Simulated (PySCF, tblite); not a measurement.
# C4H6B2F2O2: dynamics, then NMR shifts on frames

How do NMR shifts of C4H6B2F2O2 (`OB(O)CC#CCB(F)F`) change as the atoms move?

Computed with tblite 0.8.0 and PySCF 2.14.0, with density-fitted response routines of our own, on a single molecule in the gas phase. Atoms are numbered from 0 throughout.

**1. Starting geometry**

16 atoms, charge 0, multiplicity 1; geometry from: GFN2-xTB.

Bonds of the start (Å): O0–B1 1.35, B1–O2 1.35, B1–C3 1.61, C3–C4 1.45, C4–C5 1.20, C5–C6 1.46, C6–B7 1.58, B7–F8 1.32, B7–F9 1.32, O0–H10 0.96, O2–H11 0.96, C3–H12 1.09, C3–H13 1.09, C6–H14 1.09, C6–H15 1.10.

**2. A short Langevin run with GFN2-xTB**

What the job is given:

```
{"job": {"kind": "md", "xc": "GFN2-xTB", "basis": "xTB", "temperature": 300, "steps": 2000, "every": 50, "frames": 5}, "charge": 0, "multiplicity": 1}
O      3.599755     0.699472    -0.237703
B      2.296926     0.485391     0.039111
O      1.669829     1.315418     0.905411
C      1.574572    -0.761554    -0.685697
C      0.144192    -0.755828    -0.470918
C     -1.032239    -0.681413    -0.252109
C     -2.451139    -0.575134     0.055166
B     -2.732379     0.346092     1.308173
F     -1.805312     1.086139     1.885724
F     -3.921442     0.447345     1.866413
H      3.978422     1.448577     0.224513
H      0.743568     1.142590     1.079940
H      1.782693    -0.745249    -1.757163
H      1.988941    -1.696569    -0.300611
H     -2.868302    -1.574255     0.217028
H     -2.975684    -0.172077    -0.818754
```

With the program's defaults for keys left out, this is: GFN2-xTB Langevin dynamics, gas phase.

Launch:

```bash
$ OMP_NUM_THREADS=1 python probes_run.py task.json out
```

One launch serves the whole session: the jobs run in the order shown.

Output:

```text
t/fs     T/K      E/eV
    0.0   244.0   -865.69572
   25.0   144.1   -865.44968
   50.0   182.3   -865.37053
   75.0   217.9   -865.37157
  100.0   190.9   -865.29789
  125.0   225.6   -865.26823
  150.0   256.7   -865.21067
  175.0   350.6   -865.34766
  200.0   246.7   -865.05610
  225.0   270.8   -865.10953
  250.0   312.5   -865.09897
  275.0   296.4   -865.15103
  300.0   402.5   -865.16432
  325.0   284.7   -865.15245
  350.0   375.6   -865.30483
  375.0   374.9   -865.18723
  400.0   247.7   -865.23240
  425.0   298.5   -865.18417
  450.0   255.1   -865.08573
  475.0   258.7   -865.15567
  500.0   312.3   -865.23986
  525.0   373.1   -865.28093
  550.0   350.2   -864.92335
  575.0   358.3   -865.08670
  600.0   342.0   -865.08841
  625.0   348.6   -864.92869
  650.0   331.3   -865.03402
  675.0   195.4   -864.97576
  700.0   385.8   -865.34232
  725.0   212.3   -865.22619
  750.0   147.2   -865.28545
  775.0   223.0   -865.34331
  800.0   227.2   -865.34360
  825.0   162.5   -865.22834
  850.0   178.3   -865.36382
  875.0   192.2   -865.16952
  900.0   328.8   -865.20993
  925.0   385.5   -865.17282
  950.0   380.4   -865.09416
  975.0   283.1   -865.17351
 1000.0   260.2   -865.30679
```

It took 13 s on 1 thread of Intel Xeon Platinum 8488C, shared host; peak memory 0.18 GiB.

Distance from the start (root mean square after alignment): 0 fs 0.00 Å, 200 fs 0.28 Å, 400 fs 0.33 Å, 600 fs 0.38 Å, 800 fs 0.43 Å, 1000 fs 0.51 Å.

Positions (Å) and forces (eV/Å) at 1000 fs:

```xyz
16

O     3.104    0.399    0.606   -0.728    0.347    0.519
B     1.800    0.317    1.007    0.423   -0.653   -1.284
O     1.257    1.116    1.940    1.225    0.136   -0.173
C     0.947   -0.781    0.141   -1.276    0.580    1.802
C    -0.480   -0.462    0.367   -1.354    1.252    0.362
C    -1.503    0.146    0.677    2.601   -1.756   -0.584
C    -2.829    0.675    0.913    0.478    0.847    1.006
B    -3.369    0.802    2.419    0.598   -0.528   -0.055
F    -2.584    0.988    3.485   -0.493   -0.049   -0.623
F    -4.659    0.760    2.666    0.033    0.113    0.173
H     3.507    1.152    1.026    0.494    0.141    0.142
H     0.340    0.966    2.070   -1.085   -0.091    0.251
H     1.208   -0.832   -0.878    0.125    0.376   -1.207
H     1.181   -1.765    0.514   -0.102   -0.513    0.396
H    -3.500    0.197    0.238   -0.754   -0.231   -0.371
H    -2.752    1.744    0.659   -0.184    0.031   -0.354
```

**3. Nuclear shieldings: 250 fs, PBE0/pcSseg-1**

What the job is given:

```
{"job": {"kind": "nmr", "xc": "PBE0", "basis": "pcSseg-1", "pop": false}, "charge": 0, "multiplicity": 1}
O      3.143000     0.929100    -0.226200
B      1.975900     0.367900     0.321400
O      1.490500     1.046500     1.358400
C      1.330800    -1.067400    -0.126500
C     -0.139700    -1.106300     0.136700
C     -1.328300    -0.918000     0.082300
C     -2.801000    -0.734600     0.175000
B     -3.124400     0.410000     1.238500
F     -2.164700     1.025600     1.838600
F     -4.360700     0.745700     1.615500
H      3.553900     1.544600     0.382700
H      0.651100     0.786500     1.680800
H      1.662500    -1.226300    -1.114600
H      1.961200    -1.785300     0.386400
H     -3.266700    -1.713100     0.454700
H     -3.245100    -0.470600    -0.833700
```

Level: GIAO PBE0/pcSseg-1 NMR shielding, non-relativistic, gas phase.

Output:

```text
coarse grid: 14584 points
cycle   1  E = -555.1077711715  dE =  1.365e+00  |g| = 1.055e+00  |ddm| = 3.803e+00
cycle   2  E = -554.9591128249  dE =  1.487e-01  |g| = 1.444e+00  |ddm| = 1.747e+00
cycle   3  E = -555.3011931418  dE = -3.421e-01  |g| = 9.693e-02  |ddm| = 9.921e-01
cycle   4  E = -555.3030095264  dE = -1.816e-03  |g| = 3.850e-02  |ddm| = 1.358e-01
cycle   5  E = -555.3032515098  dE = -2.420e-04  |g| = 2.163e-02  |ddm| = 4.315e-02
cycle   6  E = -555.3033557238  dE = -1.042e-04  |g| = 5.730e-03  |ddm| = 1.899e-02
cycle   7  E = -555.3033631483  dE = -7.425e-06  |g| = 1.672e-03  |ddm| = 5.513e-03
final grid: 145104 points
cycle   8  E = -555.3899153418  dE = -7.692e-05  |g| = 8.595e-03  |ddm| = 3.503e-02
cycle   9  E = -555.3899044551  dE =  1.089e-05  |g| = 1.152e-02  |ddm| = 1.327e-02
cycle  10  E = -555.3899295657  dE = -2.511e-05  |g| = 1.672e-03  |ddm| = 7.660e-03
cycle  11  E = -555.3899301451  dE = -5.794e-07  |g| = 5.914e-04  |ddm| = 1.549e-03
cycle  12  E = -555.3899302194  dE = -7.426e-08  |g| = 1.988e-04  |ddm| = 5.409e-04
cycle  13  E = -555.3899302280  dE = -8.685e-09  |g| = 3.522e-05  |ddm| = 1.696e-04
cycle  14  E = -555.3899302282  dE = -2.008e-10  |g| = 1.493e-05  |ddm| = 3.271e-05
converged SCF energy = -555.3899302282

GIAO shielding tensors (ppm)
atom      isotropic    diamagn.    paramagn.     s11        s22        s33       span
  0 O      223.511     384.251    -160.741    125.221    262.989    282.323    157.102
  1 B       69.482     194.818    -125.336     51.544     65.858     91.043     39.499
  2 O      198.724     392.175    -193.451     64.941    243.981    287.251    222.310
  3 C      178.937     258.099     -79.161    166.353    168.584    201.876     35.524
  4 C      101.868     268.011    -166.144     11.869     23.020    270.714    258.844
  5 C      102.077     269.839    -167.762      8.722     19.874    277.635    268.913
  6 C      174.822     257.061     -82.240    164.990    167.812    191.663     26.674
  7 B       72.690     194.051    -121.361     50.923     81.441     85.705     34.781
  8 F      233.689     473.884    -240.195     55.609    269.744    375.716    320.107
  9 F      245.094     462.440    -217.347     61.485    300.984    372.811    311.325
 10 H       27.914      30.287      -2.372     21.861     23.977     37.904     16.043
 11 H       26.748      36.338      -9.590     19.391     24.970     35.882     16.491
 12 H       30.533      33.190      -2.657     25.433     29.124     37.041     11.609
 13 H       30.622      29.632       0.990     25.931     28.193     37.740     11.808
 14 H       28.708      26.436       2.272     23.277     27.567     35.279     12.001
 15 H       28.663      28.762      -0.099     23.624     27.363     35.003     11.379
```

Wall time 38 s (1 thread of Intel Xeon Platinum 8488C, shared host); peak memory 0.87 GiB.

Shifts follow as δ = σ(reference) − σ, with reference shieldings (ppm) from runs at the same level and on the same kind of geometry: 1H TMS 31.72, 13C TMS 186.9, 19F CFCl3 170.9, 17O H2O 336.1, 11B BF3·OEt2 100.1. The references are single molecules in the gas phase, so shifts against H2O, NH3, PH3, H3PO4 or CFCl3 are not on the usual liquid scales and can be off by tens of ppm. Each atom is listed at this fixed geometry, with no averaging over motion; a spectrum would average atoms that exchange fast.

| atoms | environment | σ (ppm) | δ (ppm) |
| --- | --- | --- | --- |
| C4 | alkyne carbon | 101.9 | 85.1 |
| C5 | alkyne carbon | 102.1 | 84.8 |
| C6 | propargylic sp3 CH2 bonded to B | 174.8 | 12.1 |
| C3 | propargylic sp3 CH2 bonded to B | 178.9 | 8.0 |
| H11 | hydrogen on an oxygen bonded to B | 26.75 | 4.97 |
| H10 | hydrogen on an oxygen bonded to B | 27.91 | 3.80 |
| H15 | hydrogen on a propargylic sp3 CH2 bonded to B | 28.66 | 3.05 |
| H14 | hydrogen on a propargylic sp3 CH2 bonded to B | 28.71 | 3.01 |
| H12 | hydrogen on a propargylic sp3 CH2 bonded to B | 30.53 | 1.18 |
| H13 | hydrogen on a propargylic sp3 CH2 bonded to B | 30.62 | 1.10 |
| O2 | oxygen bonded to B, H | 198.7 | 137.4 |
| O0 | oxygen bonded to B, H | 223.5 | 112.6 |
| B1 | boron bonded to C, 2 O | 69.5 | 30.6 |
| B7 | boron bonded to C, 2 F | 72.7 | 27.4 |
| F8 | fluorine bonded to B | 233.7 | -62.7 |
| F9 | fluorine bonded to B | 245.1 | -74.1 |

Orbitals, density, ELF and potential are computed afterwards from the orbital file.

Frontier orbitals at PBE0/pcSseg-1, with the share of their density that lies nearest to each atom:

| orbital | energy (eV) | lies on |
| --- | --- | --- |
| HOMO | -7.49 | C4, C5 about 34 % each; B1 6 %; C3 6 % |
| LUMO | -0.11 | B7 53 %; F8, F9 about 12 % each; H14, H15 about 9 % each |

ELF in a plane through or near 8 of the atoms.

Ten even steps from ' ' (0.00) to '@' (0.99):
```
                                                        
                                                        
                                                        
                  ::::          ..::--                  
                ==####--      ..++####::  ==++--        
        ..--    ++@@%%##++--  --%%##%%--..##%%**..      
        ==##==  --##..%%%%**  --%%==**==--%%##%%::      
        --++==..::%%++##%%==  ..######::::%%%%%%--      
        ..--====::**##++::        ..::--..**##**::      
        ::==****..::--..  ..++++....**@@**..::::        
        --++==----%%@@**++**%%%%**##**##**..            
        ..::..  --##====%%..**==..%%++**%%++..          
                ..==**..@@::++##--##**@@@@@@==          
                ..**++==##**%%%%**==--@@@@@@==          
                ..**##++--++**##++..  ##@@##..          
                ..--==::  ..====::    ..::..            
                              ..                        
                                                        
                                                        
                                                        
```
The map spans 13.4 Å across and 8.8 Å up, centred on the molecule. Atoms in the plane (x, y in Å): O2 (-1.8, 1.5), C3 (-1.6, -1.1), C4 (-0.1, -1.0), C5 (1.1, -0.8), B7 (2.8, 0.9), F8 (1.9, 1.8), F9 (4.1, 1.4), H14 (3.1, -1.3).

log10 of the density (e/Å³) in the same plane.

Ten even steps from ' ' (-4.0) to '@' (1.5):
```
                                                        
                                                        
                ..::::..        ::::::::......          
              ::----==--::....::======--------::..      
        ..::::--==++**++==--::==**##**++++++++++--..    
      ..----====++######++==--++##%%%%****####**==::    
      ::====++++**%%@@%%**++==++##@@%%##**%%%%##++--    
      ::==++++++**%%@@%%**++==++**########%%%%##++--    
    ..::==++******####**++======++****%%######**==::    
    ..::==++******##****++++++++++****##**++++==--..    
      ::==++++++**####******############**++==--..      
      ..--====++**########%%%%%%%%########++==::..      
        ::::--==++##@@%%##%%%%############++==::        
          ..::==++##############**********++==::        
            ::--++******++++++++++++==++++==--::        
            ..--==++++++==========----------::..        
              ..::--------------::::::::....            
                ..::::::..........                      
                                                        
                                                        
```
The map spans 13.4 Å across and 8.8 Å up, centred on the molecule. Atoms in the plane (x, y in Å): O2 (-1.8, 1.5), C3 (-1.6, -1.1), C4 (-0.1, -1.0), C5 (1.1, -0.8), B7 (2.8, 0.9), F8 (1.9, 1.8), F9 (4.1, 1.4), H14 (3.1, -1.3).

On the surface of density 0.002 e/bohr³ the electrostatic potential runs, from the 1st to the 99th percentile, from -1.41 V near O0 to 2.04 V near B7.

**4. Shielding tensors: 425 fs, PBE0/pcSseg-1**

What the job is given:

```
{"job": {"kind": "nmr", "xc": "PBE0", "basis": "pcSseg-1", "pop": false}, "charge": 0, "multiplicity": 1}
O      2.768500     0.618100    -0.088300
B      1.605400     0.326500     0.526500
O      1.088300     1.212500     1.434400
C      0.947200    -1.155300     0.355200
C     -0.501800    -1.051600     0.377200
C     -1.681700    -1.062800     0.531800
C     -3.130100    -0.767100     0.705100
B     -3.511500     0.341600     1.735900
F     -2.562200     0.843800     2.580800
F     -4.750600     0.790800     1.815900
H      3.268400     1.453500     0.108800
H      0.466600     0.978700     2.080000
H      1.392700    -1.562000    -0.581000
H      1.225500    -1.769800     1.274500
H     -3.492500    -1.715700     1.040900
H     -3.564800    -0.622900    -0.319200
```

Method: GIAO PBE0/pcSseg-1 NMR shielding, non-relativistic, gas phase.

Output:

```text
coarse grid: 14584 points
cycle   1  E = -555.1029596632  dE =  1.354e+00  |g| = 1.065e+00  |ddm| = 3.923e+00
cycle   2  E = -554.9520891011  dE =  1.509e-01  |g| = 1.458e+00  |ddm| = 2.016e+00
cycle   3  E = -555.3032130728  dE = -3.511e-01  |g| = 1.039e-01  |ddm| = 1.258e+00
cycle   4  E = -555.3052757178  dE = -2.063e-03  |g| = 3.954e-02  |ddm| = 1.500e-01
cycle   5  E = -555.3055258234  dE = -2.501e-04  |g| = 2.196e-02  |ddm| = 4.745e-02
cycle   6  E = -555.3056331370  dE = -1.073e-04  |g| = 5.445e-03  |ddm| = 1.988e-02
cycle   7  E = -555.3056398690  dE = -6.732e-06  |g| = 1.380e-03  |ddm| = 5.345e-03
final grid: 145104 points
cycle   8  E = -555.3893645987  dE = -6.324e-05  |g| = 7.961e-03  |ddm| = 3.725e-02
cycle   9  E = -555.3893556164  dE =  8.982e-06  |g| = 1.057e-02  |ddm| = 1.497e-02
cycle  10  E = -555.3893771435  dE = -2.153e-05  |g| = 1.711e-03  |ddm| = 8.528e-03
cycle  11  E = -555.3893777807  dE = -6.372e-07  |g| = 5.128e-04  |ddm| = 1.683e-03
cycle  12  E = -555.3893778363  dE = -5.560e-08  |g| = 1.772e-04  |ddm| = 4.939e-04
cycle  13  E = -555.3893778429  dE = -6.588e-09  |g| = 2.346e-05  |ddm| = 1.450e-04
cycle  14  E = -555.3893778430  dE = -9.402e-11  |g| = 8.939e-06  |ddm| = 2.732e-05
converged SCF energy = -555.3893778430

GIAO shielding tensors (ppm)
atom      isotropic    diamagn.    paramagn.     s11        s22        s33       span
  0 O      211.186     384.107    -172.922    121.848    249.452    262.257    140.410
  1 B       73.239     192.275    -119.035     61.689     66.935     91.094     29.405
  2 O      215.295     389.477    -174.182     86.530    261.102    298.253    211.723
  3 C      174.588     253.472     -78.884    162.623    175.478    185.662     23.039
  4 C       99.552     267.014    -167.462      4.694     18.047    275.915    271.221
  5 C      108.470     277.317    -168.847     19.837     34.925    270.648    250.810
  6 C      180.382     259.355     -78.973    166.582    180.396    194.167     27.585
  7 B       70.352     195.482    -125.130     46.038     79.290     85.728     39.690
  8 F      237.024     475.040    -238.016     41.672    301.806    367.595    325.923
  9 F      238.045     462.203    -224.159     54.984    289.907    369.243    314.259
 10 H       26.179      27.792      -1.614     20.663     21.329     36.544     15.881
 11 H       27.560      35.808      -8.248     21.487     24.745     36.450     14.963
 12 H       29.198      29.479      -0.281     23.991     28.226     35.376     11.385
 13 H       28.545      28.080       0.465     23.672     27.588     34.375     10.703
 14 H       30.134      28.206       1.929     23.847     29.852     36.704     12.856
 15 H       28.859      31.243      -2.384     22.922     28.276     35.380     12.458
```

Wall time 30 s (1 thread of Intel Xeon Platinum 8488C, shared host); peak memory 0.93 GiB.

This run: δ C4 87.4, C5 78.5, C3 12.3, C6 6.5, H10 5.54, H11 4.16 ppm.

**5. Shielding tensors: 625 fs, PBE0/pcSseg-1**

What the job is given:

```
{"job": {"kind": "nmr", "xc": "PBE0", "basis": "pcSseg-1", "pop": false}, "charge": 0, "multiplicity": 1}
O      2.951800     0.596900     0.089100
B      1.748300     0.402900     0.411800
O      1.070900     1.331900     1.150800
C      0.961400    -0.935400    -0.036700
C     -0.450200    -0.835000     0.105300
C     -1.543700    -1.051300     0.582900
C     -3.027800    -0.863100     0.889900
B     -3.508400     0.043300     2.086300
F     -2.861900     0.164700     3.146200
F     -4.623000     0.771500     1.953500
H      3.332100     1.419700     0.383600
H      0.140500     1.083000     1.271600
H      1.167400    -1.267400    -1.075500
H      1.248500    -1.745800     0.642300
H     -3.451900    -1.951900     0.921400
H     -3.439700    -0.440800    -0.043800
```

Level: GIAO PBE0/pcSseg-1 NMR shielding, non-relativistic, gas phase.

Output:

```text
coarse grid: 14584 points
cycle   1  E = -555.0980419676  dE =  1.555e+00  |g| = 1.047e+00  |ddm| = 3.716e+00
cycle   2  E = -554.9693801999  dE =  1.287e-01  |g| = 1.396e+00  |ddm| = 1.748e+00
cycle   3  E = -555.2874674751  dE = -3.181e-01  |g| = 1.159e-01  |ddm| = 1.043e+00
cycle   4  E = -555.2893966058  dE = -1.929e-03  |g| = 7.050e-02  |ddm| = 1.505e-01
cycle   5  E = -555.2903894744  dE = -9.929e-04  |g| = 2.796e-02  |ddm| = 6.620e-02
cycle   6  E = -555.2905762023  dE = -1.867e-04  |g| = 5.813e-03  |ddm| = 2.434e-02
cycle   7  E = -555.2905821236  dE = -5.921e-06  |g| = 1.949e-03  |ddm| = 4.357e-03
final grid: 145104 points
cycle   8  E = -555.3791595323  dE = -8.627e-05  |g| = 8.909e-03  |ddm| = 3.084e-02
cycle   9  E = -555.3791474598  dE =  1.207e-05  |g| = 1.219e-02  |ddm| = 1.424e-02
cycle  10  E = -555.3791744407  dE = -2.698e-05  |g| = 1.511e-03  |ddm| = 8.540e-03
cycle  11  E = -555.3791748522  dE = -4.114e-07  |g| = 7.361e-04  |ddm| = 1.559e-03
cycle  12  E = -555.3791749736  dE = -1.215e-07  |g| = 2.239e-04  |ddm| = 6.409e-04
cycle  13  E = -555.3791749843  dE = -1.071e-08  |g| = 5.114e-05  |ddm| = 1.812e-04
cycle  14  E = -555.3791749848  dE = -4.399e-10  |g| = 1.821e-05  |ddm| = 4.146e-05
converged SCF energy = -555.3791749848

GIAO shielding tensors (ppm)
atom      isotropic    diamagn.    paramagn.     s11        s22        s33       span
  0 O      225.717     382.617    -156.900    132.230    253.196    291.725    159.495
  1 B       76.073     195.111    -119.038     59.169     72.037     97.012     37.843
  2 O      202.561     393.201    -190.640     85.615    248.220    273.850    188.235
  3 C      179.402     255.561     -76.159    164.276    178.110    195.821     31.545
  4 C       93.286     269.349    -176.062     -7.392      7.353    279.899    287.292
  5 C       99.569     272.484    -172.914      9.208     24.302    265.198    255.990
  6 C      173.695     256.601     -82.906    160.867    169.848    190.371     29.504
  7 B       75.630     195.467    -119.837     56.844     82.953     87.094     30.250
  8 F      240.188     469.927    -229.739     64.157    271.908    384.500    320.343
  9 F      244.745     463.884    -219.139     70.041    310.746    353.449    283.407
 10 H       27.263      29.667      -2.404     21.092     22.932     37.766     16.673
 11 H       26.152      35.416      -9.264     17.952     24.994     35.510     17.559
 12 H       29.646      30.591      -0.945     23.633     28.905     36.401     12.768
 13 H       29.238      30.522      -1.285     23.422     29.358     34.932     11.510
 14 H       28.011      25.443       2.568     22.465     27.116     34.453     11.989
 15 H       28.880      32.309      -3.429     23.211     29.130     34.299     11.087
```

Run time: 31 s. Hardware: 1 thread of Intel Xeon Platinum 8488C, shared host; peak memory 0.93 GiB.

In short: δ C4 93.6, C5 87.4, C6 13.2, C3 7.5, H11 5.56, H10 4.45 ppm.

[end of part 1 of 2]
